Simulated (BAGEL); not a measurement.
# singlet C2H3BF− at 6 levels

We compute a comparison of 6 runs (HF/STO-3G, HF/6-31G*, B3LYP/6-31G*, B3LYP/def2-SVPD, PBE0/def2-SVPD, RI-MP2/def2-SVPD) of singlet C2H3BF−. 

Program for the calculation: BAGEL 1.2.2.

26 further runs of the same task are left out: 1 that didn't finish, 25 set aside as unsound or not needed.

## (1) The structure to begin with

C2H3BF− has 7 atoms, charge -1, and is taken as a singlet. SMILES of the parent species: `C=[C]BF`. Geometry: relaxed at GFN2-xTB. This is one conformer, not always the lowest. That shape belongs to the parent species and isn't relaxed for this state.

Bond lengths: C1–C2 1.284 Å, C2–B3 1.482 Å, B3–F4 1.336 Å, C1–H5 1.085 Å, C1–H6 1.085 Å, B3–H7 1.175 Å. Angles: C1–C2–B3 178.7°, C2–B3–F4 119.5°, C2–C1–H5 123.1°, C2–C1–H6 123.2°, C2–B3–H7 123.2°, F4–B3–H7 117.2°, H5–C1–H6 113.7°.

## (2) The energy at HF/STO-3G (density fitting with qzvpp-jkfit) (run 1)

Contents of job.json:

```json
{ "bagel": [

{
  "title": "molecule",
  "basis": "sto-3g",
  "df_basis": "qzvpp-jkfit",
  "angstrom": true,
  "geometry": [
    { "atom": "C", "xyz": [      -0.739240,       1.166810,       0.113650 ] },
    { "atom": "C", "xyz": [      -0.055700,       0.085330,       0.002100 ] },
    { "atom": "B", "xyz": [       0.727900,      -1.161970,      -0.160850 ] },
    { "atom": "F", "xyz": [       1.279660,      -1.738220,       0.911270 ] },
    { "atom": "H", "xyz": [      -0.299040,       2.156100,       0.042360 ] },
    { "atom": "H", "xyz": [      -1.809590,       1.177770,       0.290350 ] },
    { "atom": "H", "xyz": [       0.896010,      -1.685820,      -1.198900 ] }
  ]
},

{ "title": "hf", "charge": -1 },

{ "title": "print", "file": "orbitals.molden", "orbitals": true }

]}
```

The run is started by

```bash
$ BAGEL_NUM_THREADS=1 BAGEL job.json > job.out
```

Log:

```text
* using 1 threads per process

  ===============================================================
  ===============================================================

  *** Geometry ***

  { "atom" : "C", "xyz" : [     -1.396961,      2.204951,      0.214767 ] },
  { "atom" : "C", "xyz" : [     -0.105258,      0.161250,      0.003968 ] },
  { "atom" : "B", "xyz" : [      1.375532,     -2.195805,     -0.303962 ] },
  { "atom" : "F", "xyz" : [      2.418207,     -3.284760,      1.722051 ] },
  { "atom" : "H", "xyz" : [     -0.565104,      4.074438,      0.080049 ] },
  { "atom" : "H", "xyz" : [     -3.419629,      2.225663,      0.548682 ] },
  { "atom" : "H", "xyz" : [      1.693214,     -3.185738,     -2.265593 ] },

  Number of auxiliary basis functions:      356

  Since a DF basis is specified, we compute 2- and 3-index integrals:
    o Being stored without compression. Storage requirement is 0.002 GB

  Number of basis functions:       23
  Number of electrons      :       29

    * METHOD: MOLECULE                             0.11

  *** RHF ***

  === Nuclear Repulsion ===
    88.6173055221

      * DIIS with orbital gradients will be used.

  === RHF iteration (sto-3g) ===
      0       -198.69015081          0.02065221           0.01
      1       -198.76051810          0.00787798           0.01
      2       -198.77045259          0.00221507           0.01
      3       -198.77156877          0.00052990           0.01
      4       -198.77166082          0.00017179           0.01
      5       -198.77167149          0.00003645           0.01
      6       -198.77167190          0.00000674           0.01
      7       -198.77167192          0.00000191           0.01
      8       -198.77167192          0.00000059           0.01
      9       -198.77167192          0.00000017           0.01
     10       -198.77167192          0.00000004           0.01
     11       -198.77167192          0.00000002           0.01
     12       -198.77167192          0.00000001           0.01
    * SCF iteration converged.

    * Permanent dipole moment:
           (   -0.306293,     0.378831,    -0.364095) a.u.

    * METHOD: HF                                   0.16

    * METHOD: PRINT                                0.00

  ===============================================================
```

It took 0.58 s on 1 thread of Intel Xeon Platinum 8259CL at 2.50GHz (Skylake/Cascade Lake), shared host.

## (3) The energy at HF/6-31G(d) (density fitting with qzvpp-jkfit, spherical functions) (run 2)

Contents of job.json:

```json
{ "bagel" : [

{
  "title" : "molecule",
  "basis" : "6-31gs.json",
  "df_basis" : "qzvpp-jkfit",
  "angstrom" : true,
  "geometry" : [
    { "atom" : "C", "xyz" : [   -0.739240,    1.166810,    0.113650 ] },
    { "atom" : "C", "xyz" : [   -0.055700,    0.085330,    0.002100 ] },
    { "atom" : "B", "xyz" : [    0.727900,   -1.161970,   -0.160850 ] },
    { "atom" : "F", "xyz" : [    1.279660,   -1.738220,    0.911270 ] },
    { "atom" : "H", "xyz" : [   -0.299040,    2.156100,    0.042360 ] },
    { "atom" : "H", "xyz" : [   -1.809590,    1.177770,    0.290350 ] },
    { "atom" : "H", "xyz" : [    0.896010,   -1.685820,   -1.198900 ] }
  ]
},
{
  "title" : "hf",
  "charge" : -1
},
{
  "title" : "print",
  "file" : "orbitals.molden",
  "orbitals" : true
}

]}
```

The basis set 6-31G* is read from a file made from the Basis Set Exchange's data (not shown).

The run is started by

```bash
$ BAGEL_NUM_THREADS=1 BAGEL job.json > job.out
```

Log:

```text
* using 1 threads per process

  ===============================================================
  ===============================================================

  *** Geometry ***

  { "atom" : "C", "xyz" : [     -1.396961,      2.204951,      0.214767 ] },
  { "atom" : "C", "xyz" : [     -0.105258,      0.161250,      0.003968 ] },
  { "atom" : "B", "xyz" : [      1.375532,     -2.195805,     -0.303962 ] },
  { "atom" : "F", "xyz" : [      2.418207,     -3.284760,      1.722051 ] },
  { "atom" : "H", "xyz" : [     -0.565104,      4.074438,      0.080049 ] },
  { "atom" : "H", "xyz" : [     -3.419629,      2.225663,      0.548682 ] },
  { "atom" : "H", "xyz" : [      1.693214,     -3.185738,     -2.265593 ] },

  Number of auxiliary basis functions:      356

  Since a DF basis is specified, we compute 2- and 3-index integrals:
    o Being stored without compression. Storage requirement is 0.011 GB

  Number of basis functions:       62
  Number of electrons      :       29

    * METHOD: MOLECULE                             0.24

  *** RHF ***

  === Nuclear Repulsion ===
    88.6173055221

      * DIIS with orbital gradients will be used.

  === RHF iteration (6-31gs.json) ===
      0       -201.38132048          0.02403092           0.04
      1       -201.52814996          0.01255398           0.04
      2       -201.56906204          0.00196005           0.04
      3       -201.57047805          0.00043656           0.04
      4       -201.57055692          0.00014916           0.04
      5       -201.57057155          0.00006824           0.04
      6       -201.57057471          0.00002758           0.04
      7       -201.57057524          0.00000380           0.04
      8       -201.57057524          0.00000186           0.04
      9       -201.57057524          0.00000048           0.04
     10       -201.57057524          0.00000011           0.04
     11       -201.57057524          0.00000004           0.04
     12       -201.57057524          0.00000001           0.04
     13       -201.57057524          0.00000001           0.04
    * SCF iteration converged.

    * Permanent dipole moment:
           (   -0.134076,     0.139271,    -0.262288) a.u.

    * METHOD: HF                                   0.67

    * METHOD: PRINT                                0.01

  ===============================================================
```

It took 1.2 s on 1 thread of Intel Xeon Platinum 8259CL at 2.50GHz (Skylake/Cascade Lake), shared host.

Runs 3 to 4 aren't shown in full; the table further down has their settings and results.

## (4) The energy at PBE0/def2-SVPD (density fitting with qzvpp-jkfit) (run 5)

Contents of calc.json:

```json
{ "bagel": [

{
  "title": "molecule",
  "basis": "def2-svpd.json",
  "df_basis": "qzvpp-jkfit",
  "angstrom": "true",
  "geometry": [
    { "atom": "C", "xyz": [      -0.739240,       1.166810,       0.113650 ] },
    { "atom": "C", "xyz": [      -0.055700,       0.085330,       0.002100 ] },
    { "atom": "B", "xyz": [       0.727900,      -1.161970,      -0.160850 ] },
    { "atom": "F", "xyz": [       1.279660,      -1.738220,       0.911270 ] },
    { "atom": "H", "xyz": [      -0.299040,       2.156100,       0.042360 ] },
    { "atom": "H", "xyz": [      -1.809590,       1.177770,       0.290350 ] },
    { "atom": "H", "xyz": [       0.896010,      -1.685820,      -1.198900 ] }
  ]
},

{ "title": "ks", "xc_func": "pbe0", "charge": -1 },

{ "title": "print", "file": "orbitals.molden", "orbitals": "true" }

]}
```

The basis set def2-SVPD is read from a file made from the Basis Set Exchange's data (not shown).

The run is started by

```bash
$ BAGEL_NUM_THREADS=1 BAGEL calc.json > calc.out
```

Log:

```text
* using 1 threads per process

  ===============================================================
  ===============================================================

  *** Geometry ***

  { "atom" : "C", "xyz" : [     -1.396961,      2.204951,      0.214767 ] },
  { "atom" : "C", "xyz" : [     -0.105258,      0.161250,      0.003968 ] },
  { "atom" : "B", "xyz" : [      1.375532,     -2.195805,     -0.303962 ] },
  { "atom" : "F", "xyz" : [      2.418207,     -3.284760,      1.722051 ] },
  { "atom" : "H", "xyz" : [     -0.565104,      4.074438,      0.080049 ] },
  { "atom" : "H", "xyz" : [     -3.419629,      2.225663,      0.548682 ] },
  { "atom" : "H", "xyz" : [      1.693214,     -3.185738,     -2.265593 ] },

  Number of auxiliary basis functions:      356

  Since a DF basis is specified, we compute 2- and 3-index integrals:
    o Being stored without compression. Storage requirement is 0.033 GB

  Number of basis functions:      107
  Number of electrons      :       29

    * METHOD: MOLECULE                             0.22

  *** Kohn-Sham DFT ***

    * Removing 11452 points whose weight is below 1.00e-10
    * Grid points: 92890

  === Nuclear Repulsion ===
    88.6173055221

       - DIIS with orbital gradients will be used.

  === KS iteration (pbe0 / def2-svpd.json) ===
      0       -174.52170533          0.10023346           0.63
      1       -146.85213869          0.13413627           0.51
      2       -147.93002975          0.19664906           0.43
      3       -185.04145052          0.10464352           0.46
      4       -200.46898756          0.05597145           0.42
      5       -202.00843282          0.02655420           0.44
      6       -202.20912967          0.01614396           0.42
      7       -202.29275537          0.01117173           0.43
      8       -202.33919639          0.00463177           0.43
      9       -202.34871595          0.00105278           0.44
     10       -202.34877040          0.00098719           0.43
     11       -202.34925508          0.00005382           0.44
     12       -202.34925616          0.00001248           0.43
     13       -202.34925621          0.00000539           0.43
     14       -202.34925623          0.00000237           0.43
     15       -202.34925623          0.00000159           0.43
     16       -202.34925623          0.00000051           0.44
     17       -202.34925623          0.00000014           0.43
     18       -202.34925623          0.00000003           0.43
     19       -202.34925623          0.00000001           0.42
     20       -202.34925623          0.00000000           0.43
    * SCF iteration converged.

    * Permanent dipole moment:
           (   -0.024445,    -0.049955,    -0.341837) a.u.

    * METHOD: KS                                  10.24

    * METHOD: PRINT                                0.02

  ===============================================================
```

Run time: 11 s. Hardware: 1 thread of Intel Xeon Platinum 8259CL at 2.50GHz (Skylake/Cascade Lake), shared host; peak memory 0.45 GiB.

## (5) A single-point energy at RI-MP2/def2-SVPD (density fitting with qzvpp-jkfit) (run 6)

Contents of mp2.json:

```json
{ "bagel": [

{
  "title": "molecule",
  "basis": "def2-svpd.json",
  "df_basis": "qzvpp-jkfit",
  "angstrom": "true",
  "geometry": [
    { "atom": "C", "xyz": [      -0.739240,       1.166810,       0.113650 ] },
    { "atom": "C", "xyz": [      -0.055700,       0.085330,       0.002100 ] },
    { "atom": "B", "xyz": [       0.727900,      -1.161970,      -0.160850 ] },
    { "atom": "F", "xyz": [       1.279660,      -1.738220,       0.911270 ] },
    { "atom": "H", "xyz": [      -0.299040,       2.156100,       0.042360 ] },
    { "atom": "H", "xyz": [      -1.809590,       1.177770,       0.290350 ] },
    { "atom": "H", "xyz": [       0.896010,      -1.685820,      -1.198900 ] }
  ]
},

{
  "title": "hf",
  "charge": -1
},

{
  "title": "mp2",
  "charge": -1,
  "ncore": 4
}

]}
```

The basis set def2-SVPD is read from a file made from the Basis Set Exchange's data (not shown).

The run is started by

```bash
$ BAGEL_NUM_THREADS=1 BAGEL mp2.json > mp2.out
```

Log:

```text
* using 1 threads per process

  ===============================================================
  ===============================================================

  *** Geometry ***

  { "atom" : "C", "xyz" : [     -1.396961,      2.204951,      0.214767 ] },
  { "atom" : "C", "xyz" : [     -0.105258,      0.161250,      0.003968 ] },
  { "atom" : "B", "xyz" : [      1.375532,     -2.195805,     -0.303962 ] },
  { "atom" : "F", "xyz" : [      2.418207,     -3.284760,      1.722051 ] },
  { "atom" : "H", "xyz" : [     -0.565104,      4.074438,      0.080049 ] },
  { "atom" : "H", "xyz" : [     -3.419629,      2.225663,      0.548682 ] },
  { "atom" : "H", "xyz" : [      1.693214,     -3.185738,     -2.265593 ] },

  Number of auxiliary basis functions:      356

  Since a DF basis is specified, we compute 2- and 3-index integrals:
    o Being stored without compression. Storage requirement is 0.033 GB

  Number of basis functions:      107
  Number of electrons      :       29

    * METHOD: MOLECULE                             0.26

  *** RHF ***

  === Nuclear Repulsion ===
    88.6173055221

      * DIIS with orbital gradients will be used.

  === RHF iteration (def2-svpd.json) ===
      0       -201.14425731          0.02123616           0.07
      1       -201.35186999          0.01367789           0.07
      2       -201.44039385          0.00174525           0.05
      3       -201.44240699          0.00058672           0.05
      4       -201.44260260          0.00014771           0.05
      5       -201.44261995          0.00005785           0.05
      6       -201.44262321          0.00002438           0.06
      7       -201.44262399          0.00000578           0.05
      8       -201.44262402          0.00000295           0.05
      9       -201.44262403          0.00000092           0.05
     10       -201.44262403          0.00000038           0.05
     11       -201.44262403          0.00000011           0.05
     12       -201.44262403          0.00000004           0.05
     13       -201.44262403          0.00000002           0.05
     14       -201.44262403          0.00000001           0.05
    * SCF iteration converged.

    * Permanent dipole moment:
           (   -0.094309,     0.074328,    -0.275594) a.u.

    * METHOD: HF                                   1.06

  *** RHF ***

  === Nuclear Repulsion ===
    88.6173055221

      * DIIS with orbital gradients will be used.

  === RHF iteration (def2-svpd.json) ===
      0       -201.44262403          0.00000000           0.05
    * SCF iteration converged.

    * Permanent dipole moment:
           (   -0.094309,     0.074328,    -0.275594) a.u.

  === DF-MP2 calculation ===

    * freezing 4 orbitals
    * 3-index integral transformation done
    * assembly done

      MP2 correlation energy:   -0.5659182427      0.05

      MP2 total energy:       -202.0085422736

    * METHOD: MP2                                  0.18

  ===============================================================
```

Run time: 1.8 s. Hardware: 1 thread of Intel Xeon Platinum 8259CL at 2.50GHz (Skylake/Cascade Lake), shared host; peak memory 0.1 GiB.

## (6) The series

| run | level | frozen core orbitals | energy (Eh) | HOMO energy (eV) | LUMO energy (eV) | HOMO–LUMO gap (eV) | wall time |
| --- | --- | --- | --- | --- | --- | --- | --- |
| 1 | HF/STO-3G (density fitting with qzvpp-jkfit) | – | -198.771672 | 2.46 | 17.41 | 14.96 | 0.58 s |
| 2 | HF/6-31G* (density fitting with qzvpp-jkfit, spherical functions) | – | -201.570575 | -1.07 | 11.20 | 12.27 | 1.2 s |
| 3 | B3LYP/6-31G* (density fitting with qzvpp-jkfit, spherical functions) | – | -202.702061 | 1.69 | 6.95 | 5.27 | 8.1 s |
| 4 | B3LYP/def2-SVPD (density fitting with qzvpp-jkfit) | – | -202.591030 | 0.83 | 4.47 | 3.64 | 11 s |
| 5 | PBE0/def2-SVPD (density fitting with qzvpp-jkfit) | – | -202.349256 | 0.65 | 4.72 | 4.07 | 11 s |
| 6 | RI-MP2/def2-SVPD (density fitting with qzvpp-jkfit) | 4 | -202.008542 | – | – | – | 1.8 s |

## (7) Results

| quantity | value |
| --- | --- |
| run 6: total energy | -202.00854 Eh |
| run 6: correlation energy (4 core orbitals frozen) | -565.9 mEh |

**Reading.** Over runs 1, 2, 3, 4, 5 the HOMO–LUMO gap runs from 3.64 eV (B3LYP/def2-SVPD) to 14.96 eV (HF/STO-3G). The two ends differ in method and basis. The empty levels of an anion lie above zero and hang on the basis. Totals of different functionals can't be ranked against each other. In runs 1, 3, 4, 5 the HOMO lies above zero, so the outermost electron may be held by the basis alone. In run 1 the basis is minimal, so the values are rough. All runs together took 34 s, the longest 11 s.
